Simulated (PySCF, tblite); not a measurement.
**C7H4F2O2: geometry, infrared bands and NMR shifts**

Wanted: the infrared bands and NMR shifts of C7H4F2O2 (`O=C1C=C(F)C(=O)C(CF)=C1`), by calculation.

The runs use tblite 0.8.0 and PySCF 2.14.0, with density-fitted response routines of our own; the level of theory stands in each step. All values are computed, except where a source is named. Atoms are numbered from 0 throughout.

**1. The molecule as given**

15 atoms, charge 0, multiplicity 1; geometry from: force field or distance geometry start.

Bonds of the start (Å): O0–C1 1.27, C1–C2 1.46, C2–C3 1.34, C3–F4 1.37, C3–C5 1.46, C5–O6 1.27, C5–C7 1.46, C7–C8 1.49, C8–F9 1.39, C7–C10 1.35, C10–C1 1.46, C2–H11 1.10, C8–H12 1.14, C8–H13 1.10, C10–H14 1.08.

**2. Optimising the geometry with GFN2-xTB**

What the job is given:

```
{"job": {"kind": "relax", "xc": "GFN2-xTB", "basis": "xTB"}, "charge": 0, "multiplicity": 1}
O     -1.462900    -2.718100    -0.418000
C     -1.095500    -1.510100    -0.243700
C     -2.063000    -0.434500    -0.084800
C     -1.662300     0.832900     0.095100
F     -2.623000     1.797500     0.240900
C     -0.238700     1.166500     0.172700
O      0.130000     2.372900     0.354900
C      0.748300     0.093100     0.034500
C      2.201100     0.419500     0.102400
F      2.574700     1.321900    -0.881300
C      0.321200    -1.173800    -0.164000
H     -3.134900    -0.671000    -0.137200
H      2.424100     0.969200     1.071900
H      2.833500    -0.482300     0.104400
H      1.043100    -1.975700    -0.269800
```

Command:

```bash
> OMP_NUM_THREADS=1 python probes_run.py task.json out
```

This one command runs all jobs of the session in turn.

**Question.** This job is followed by: GFN2-xTB harmonic vibrations, gas phase; GIAO PBE0/pcSseg-1 NMR shielding, non-relativistic, gas phase. What will the session give for the following? strongest single infrared mode (GFN2-xTB); zero-point energy (GFN2-xTB); ¹³C shifts against TMS (PBE0/pcSseg-1); ¹H shifts against TMS (PBE0/pcSseg-1, means over atoms taken as alike); ¹⁷O shifts against H2O (PBE0/pcSseg-1); ¹⁹F shifts against CFCl3 (PBE0/pcSseg-1).

As calculated:

| quantity | value |
| --- | --- |
| strongest single infrared mode (GFN2-xTB) | 1697 cm⁻¹, 345 km/mol |
| zero-point energy (GFN2-xTB) | 58.6 kcal/mol |
| ¹³C shifts against TMS (PBE0/pcSseg-1) | 191.6, 185.8, 170.5, 149.9, 134.5, 120.8, 83.1 ppm |
| ¹H shifts against TMS (PBE0/pcSseg-1, means over atoms taken as alike) | 6.86, 6.50, 5.64 ppm |
| ¹⁷O shifts against H2O (PBE0/pcSseg-1) | 782.5, 693.8 ppm |
| ¹⁹F shifts against CFCl3 (PBE0/pcSseg-1) | -113.5, -272.3 ppm |

The optimisation took 132 steps and gained 0.584 eV; among the close pairs (by a distance rule), C5–O6 changed most, from 1.275 to 1.210 Å. All 39 modes are real, so the xTB geometry is a minimum. The strongest single mode, at 1697 cm⁻¹, moves mainly C1 and O0. GFN2-xTB is a fitted tight-binding method: band positions and strengths are rough. Its intensities can rank the bands wrongly. At PBE0/pcSseg-1: The largest span, 1605 ppm, is at O0, where the paramagnetic term is -847 ppm.
